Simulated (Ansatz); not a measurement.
# ClH7OSi2: the cost of one run

The runs use Ansatz 0.2.0, Gaussian basis; PBE0-D4, def2-SVP first, then def2-TZVP.

152 further runs of the same task are left out: 152 set aside as unsound or not needed.

### 1 The system as given

The guess: 11 atoms, charge 0, spin multiplicity 1.

Atoms are counted from 1 here; the program's logs count them from 0.

Bond lengths: Si1–O3 1.619 Å, Si1–H5 1.446 Å, Si1–H6 1.446 Å, Cl2–H7 1.552 Å, O3–Si4 1.633 Å, Si4–H9 1.461 Å, Si4–H10 1.462 Å, Si4–H11 1.461 Å. Angles: O3–Si1–H5 100.1°, O3–Si1–H6 100.0°, H5–Si1–H6 138.6°, Si1–O3–Si4 166.8°, O3–Si4–H9 107.4°, O3–Si4–H10 105.9°, O3–Si4–H11 105.1°, H9–Si4–H10 112.3°, H9–Si4–H11 112.5°, H10–Si4–H11 113.1°.

As a file:

```xyz
11
charge 0, multiplicity 1
Si   -0.68190    0.90020   -0.46020
Cl    1.77380    1.47670    0.03020
O    -0.43450   -0.61160    0.06400
Si    0.16230   -2.01170    0.65560
H    -0.79600    0.66100   -1.88180
H    -1.49300    1.41260    0.62200
H     0.82700    2.56250   -0.54710
H    -0.27660    2.69710   -0.88510
H     1.61110   -1.85800    0.76020
H    -0.47030   -2.19750    1.96020
H    -0.22190   -3.03130   -0.31800
```

Distances that are to change: Si1–H8 1.89 Å, Cl2–H7 1.55 Å, Si1–Cl2 2.57 Å, H7–H8 1.16 Å.

### 2 Relaxing the guess with the reacting distances held

The input, hold/in.yaml:

```yaml
crystal:
  periodic: [false, false, false]
  atoms:
    - {symbol: Si, position_ang: [-0.681900, 0.900200, -0.460200]}
    - {symbol: Cl, position_ang: [1.773800, 1.476700, 0.030200]}
    - {symbol: O, position_ang: [-0.434500, -0.611600, 0.064000]}
    - {symbol: Si, position_ang: [0.162300, -2.011700, 0.655600]}
    - {symbol: H, position_ang: [-0.796000, 0.661000, -1.881800]}
    - {symbol: H, position_ang: [-1.493000, 1.412600, 0.622000]}
    - {symbol: H, position_ang: [0.827000, 2.562500, -0.547100]}
    - {symbol: H, position_ang: [-0.276600, 2.697100, -0.885100]}
    - {symbol: H, position_ang: [1.611100, -1.858000, 0.760200]}
    - {symbol: H, position_ang: [-0.470300, -2.197500, 1.960200]}
    - {symbol: H, position_ang: [-0.221900, -3.031300, -0.318000]}
basis:
  gaussian: {orbitals: def2-SVP}
hamiltonian: {xc: pbe0, dispersion: d4}
relax: {f_tol: 0.04, max_steps: 150, escape_saddle: false, constraints: [{distance: [0, 7]}, {distance: [1, 6]}, {distance: [0, 1]}, {distance: [6, 7]}]}
```

Started as:

```bash
$ ansatz run in.yaml --threads 4 --pin off --events-out ev --progress --plain --max-ram 9574MiB
```

**Question.** How long does this run take on 4 threads of Intel Xeon at 2.50GHz, shared host?

About 29 s.
